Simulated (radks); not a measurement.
**Valence configurations of Ar⁺**

The task here is to estimate one member of a computed series from the others.

Method: scalar-relativistic Kohn-Sham, SCAN, spin-polarised, spherical densities, finite nucleus; open shells are filled with parallel spins first. Code: radks (a radial shooting solver on a logarithmic mesh, Libxc functionals) version 1.

### What is computed

| Quantity | Value |
| --- | --- |
| element | argon (Z = 18) |
| charge | +1 |
| electrons | 17 |
| configuration | [Ne] 3s2 3p5 |
| nuclear rms radius | 3.4274 fm |
| others tried | 3s1 3p6; 3s1.5 3p5.5 |

Outer shells as boxes (Hund's rule):

Ar⁺
```
[Ne] core
3s [↑↓]
3p [↑↓][↑↓][↑ ]
```

Set-up of the first run:

Input:

```text
Z 18
configuration [Ne] 3s2 3p5
relativity scalar-relativistic
functional scan,scan
spin polarised
nucleus finite rms 3.4274 fm
c 137.035999084
```

Steps of the session up to this table: [Ne] 3s2 3p5.

One of the session's tables, all rows but one given; the rest of the session is left out.

It belongs to the step «[Ne] 3s2 3p5». Radial moments (bohr):

| level | <r> | outermost maximum (interpolated) | 90 % within | nodes |
| --- | --- | --- | --- | --- |
| 2s up | 0.4123 | 0.338 | 0.643 | 1 |
| 2s down | 0.4123 | 0.338 | 0.643 | 1 |
| 2p up | 0.3758 | 0.281 | 0.622 | 0 |
| 2p down | 0.3758 | 0.281 | 0.622 | 0 |
| 3s up | 1.370 | 1.16 | 2.06 | 2 |
| 3s down | 1.379 | 1.17 | 2.08 | 2 |
| 3p up | ? | ? | ? | ? |
| 3p down | 1.560 | 1.27 | 2.42 | 1 |

Estimate the missing values for 3p up.

**Answer.** <r>: 1.541; outermost maximum (interpolated): 1.26; 90 % within: 2.38; nodes: 1. In the column «<r>» it lies between 3s down (1.379) and 3p down (1.560).
